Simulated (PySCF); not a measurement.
# Hg2O: structure of the singlet

Aim: relax Hg2O as a singlet from a hand-made bent geometry, check by its vibrations whether the end is a minimum, and collect its spectrum and constants.

The runs use PySCF 2.14.0; PBE, basis O def2-SVP, Hg def2-SVP with ECP60, scalar-relativistic core potentials, no spin–orbit coupling, density fitting.

### Step 1. Where the work starts

3 atoms, charge 0, spin multiplicity 1.

Bond lengths: O1–Hg2 1.960 Å, O1–Hg3 1.960 Å. Angles: Hg2–O1–Hg3 110.0°.

Coordinates in bohr (charge 0 multiplicity 1):
```
O     0.0000    0.0000   -2.0435
Hg    3.0340    0.0000    0.0809
Hg   -3.0340    0.0000    0.0809
```

### Step 2. Relaxation: bent start, singlet

One driver script runs all steps and calls PySCF; scf.py shows how it sets up the SCF of each step. The optimiser is the driver's own. Before each start the driver seeks the lowest SCF state from one or more starting densities and follows internal instabilities, so scf.py alone need not reach the same state.

The program finds C2v symmetry in the start, which this walk keeps. Threshold on the gradient: 0.0003 Eh/bohr, with a further test on the energy change.

scf.py

```python
from pyscf import gto, scf, dft
mol = gto.M(atom='''
O      0.000000     0.000000    -1.081380
Hg     1.605500    -0.000000     0.042820
Hg    -1.605500     0.000000     0.042820''',
    basis={'O': 'def2-SVP', 'Hg': 'def2-SVP'},
    ecp={'Hg': 'def2-SVP'},
    charge=0, spin=0)
mf = dft.RKS(mol, xc='PBE')
mf.grids.atom_grid = (50, 194)
aux = {'O': 'def2-universal-JKFIT', 'Hg': 'def2-universal-JKFIT'}
mf = mf.density_fit(auxbasis=aux)
mf.kernel()
```

After this run come: Vibrations and properties at this point.

Q: Predict the outcome of this session. Wanted: minimum; geometry; wavenumbers; dipole moment; highest occupied, lowest empty level; polar-tensor charge of O1; zero-point energy; atomisation energy.

As calculated:

| quantity | value |
| --- | --- |
| minimum | singlet, D∞h |
| geometry | O–Hg 2.059 Å (×2); Hg–O–Hg 180.0° |
| wavenumbers (cm⁻¹) | 112 (πu), 133 (σg+), 491 (σu+) |
| dipole moment | 0.00 D |
| highest occupied, lowest empty level | -5.66, -4.39 eV |
| polar-tensor charge of O1 | -0.03 e |
| zero-point energy | 5.1 kJ/mol |
| entropy at 298.15 K | 311.6 J/(mol K) |
| atomisation energy (no zero-point energy) | 145 kJ/mol |

In words: From C2v at the start the molecule goes to a D∞h minimum. In the infrared the band at 491 cm⁻¹ (σu+) leads. Other starts or spin states, not run here, may lie lower. With an element this heavy the missing spin–orbit coupling can shift these numbers.
